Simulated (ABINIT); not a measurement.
## InAg: equation of state with PBE

The system is InAg.

```
CELL_PARAMETERS angstrom
3.46479 0.00000 0.00000
0.00000 3.46479 0.00000
0.00000 0.00000 3.46479
ATOMIC_POSITIONS crystal
In 0.50000 0.50000 0.50000
Ag 0.00000 0.00000 0.00000
```

The cell comes from a database or a generator and needn't be the stable form of this composition.

```yaml
Program: ABINIT 10.8.3 (patched build)
Task: equation of state
Functional: PBE
Potentials_or_basis: PseudoDojo NC SR PBE v0.4 stringent
Cutoff: 1116 eV
k_mesh: 6 × 6 × 6
Occupations: fermi-dirac, width 0.05 eV
Spin: no spin polarisation
```

* Equilibrium volume: 21.65 Å³/atom
* Bulk modulus: 60 GPa
* Pressure derivative of the bulk modulus: 3.5

Energy against volume, from the lowest point:
```
volume (Å³/atom)  energy (meV/atom)
          19.549              44.47
          19.965              27.75
          20.381              15.25
          20.797               6.68
          21.213               1.70
          21.629               0.00
          22.045               1.27
```

Wall time 5.1 min on 1 thread of Arm Neoverse V1 (shared host), peak memory 0.13 GiB.

Caveat: pressures at fixed basis lie under the slope of the energies.
